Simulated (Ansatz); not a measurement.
# CH₄ClSn, SMILES [CH3][SnH][Cl]: vertical and adiabatic energies of changing the electron count

With Ansatz 0.2.0, Python API.

At the Python prompt:
```pycon
>>> import itertools
>>> import ansatz as az
>>> from ase import Atoms
>>> from ase.data import atomic_numbers, covalent_radii
>>> import numpy as np
>>> BASIS_SET = "def2-SVP"
>>> XC = "r2scan"
>>> NET_CHARGE = 1
>>> atoms = Atoms(["C", "Sn", "Cl", "H", "H", "H", "H"], positions=[
...     (-0.7249, 0.5761, -0.1042),
...     (0.5053, -1.096, -0.2245),
...     (1.3246, -1.5634, 1.9077),
...     (-0.1212, 1.5019, 0.2537),
...     (-1.6117, 0.4033, 0.5593),
...     (-1.1735, 0.8635, -1.1269),
...     (1.8626, -0.7536, -1.3108),
... ])
>>> mol = az.Crystal.molecule_from_ase(atoms)
>>> calculation = (
...     mol.calculation()
...     .basis(gaussian=BASIS_SET)
...     .functional(XC)
...     .spin("collinear", total=1)
... )
>>> symbols = [site.symbol for site in mol.cartesian_sites]
>>> start = np.array([site.position_ang for site in mol.cartesian_sites], dtype=float)
>>> summary = calculation.relax(force_tolerance=0.01).run(threads=1).report
>>> end = np.array(summary["positions_ang"])
>>> minimum = az.Crystal.molecule()
>>> for symbol, place in zip(symbols, end):
...     minimum = minimum.atom(symbol, place.tolist())
...
>>> ion = (
...     minimum.calculation()
...     .basis(gaussian=BASIS_SET)
...     .functional(XC)
...     .charge(NET_CHARGE)
... )
>>> vertical = ion.run(threads=1).report
>>> settled = ion.relax(force_tolerance=0.01, max_steps=80).run(threads=1).report
>>> print(f"vertical ionisation energy   {vertical['free_energy_ev'] - summary['free_energy_ev']:.3f} eV")
vertical ionisation energy   8.402 eV
>>> print(f"adiabatic, no zero point     {settled['free_energy_ev'] - summary['free_energy_ev']:.3f} eV")
adiabatic, no zero point     7.460 eV
>>> print(f"relaxation energy of the ion {vertical['free_energy_ev'] - settled['free_energy_ev']:.3f} eV")
relaxation energy of the ion 0.943 eV
>>> ionised = np.array(settled["positions_ang"])
>>> # pairs closer than 1.2 times the sum of covalent radii, before or after
>>> radius = [covalent_radii[atomic_numbers[s]] for s in symbols]
>>> span = lambda where, i, j: np.linalg.norm(where[i] - where[j])
>>> bonded = [(i, j) for i, j in itertools.combinations(range(len(symbols)), 2) if min(span(end, i, j), span(ionised, i, j)) < 1.2 * (radius[i] + radius[j])]
>>> print("pair        before    after (A)")
pair        before    after (A)
>>> for i, j in bonded:
...     print(f"{symbols[i]}{i}-{symbols[j]}{j}".ljust(10), f"{span(end, i, j):8.4f} {span(ionised, i, j):8.4f}")
...
C0-Sn1       2.1773   2.1180
C0-H3        1.1010   1.1023
C0-H4        1.0983   1.0986
C0-H5        1.0996   1.1001
Sn1-Cl2      2.3871   2.2895
Sn1-H6       1.7441   1.6998
```

Caveats:
- The energies are electronic: no zero-point or thermal terms, and the basis set is short of its limit. The product may relax into another structure. Each relaxation finds its nearest minimum, which needn't be the lowest.
- def2 sets replace the cores of elements past krypton by effective core potentials.
- The run takes the species as open-shell (spin multiplicity 2), which needn't be its ground state.
- Only the spin states typed were run; another state of an ion can lie lower, by up to an eV or two.
- Timing: 3.4 min on 1 thread of Arm Neoverse V1 (shared host), peak memory 0.28 GiB.
